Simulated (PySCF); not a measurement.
# BGe2H7O: the cost of one run

Programs: PySCF 2.14.0, with density-fitted response routines of our own. Each step states its level of theory. These are calculated values for one molecule in the gas phase, unless marked as measured. Atoms count from 0, in the outputs and in this text.

## (1) The starting structure

11 atoms, charge 0, multiplicity 1; geometry from: GFN2-xTB. The atoms were then displaced at random by about 0.01 Å, so the start is not that level's minimum.

Bonds of the start (Å): B0–Ge1 2.00, Ge1–O2 1.80, O2–Ge3 1.69, B0–H4 1.20, B0–H5 1.14, Ge1–H6 1.52, Ge1–H7 1.51, Ge3–H8 1.48, Ge3–H9 1.53, Ge3–H10 1.51.

## (2) Geometry optimisation at PBE0-D3(BJ)/def2-SVP

Job settings and geometry (Å):

```
{"job": {"xc": "PBE0", "basis": "def2-SVP", "d3": "d3bj", "grid": 1, "shake": 0.01, "kind": "geom"}, "charge": 0, "multiplicity": 1}
B      2.013530     0.503430    -0.479750
Ge     0.938380    -0.932160     0.407880
O     -0.828720    -0.765860     0.131060
Ge    -1.951680     0.432990    -0.279130
H      1.455710     1.446040    -0.966460
H      3.151230     0.471790    -0.535400
H      1.046590    -1.023020     1.922020
H      1.143410    -2.351880    -0.052130
H     -1.685810     0.982300    -1.627020
H     -3.273930    -0.332430    -0.240220
H     -1.970620     1.542970     0.743410
```

Command:

```bash
> OMP_NUM_THREADS=1 python probes_run.py task.json out
```

The driver reads the jobs from task.json and runs them one after another.

**Question.** How long does this first job take on 1 thread of Arm Neoverse V1, shared host, and how much memory does it need?

About 1.7 min, with a peak of 0.52 GiB.
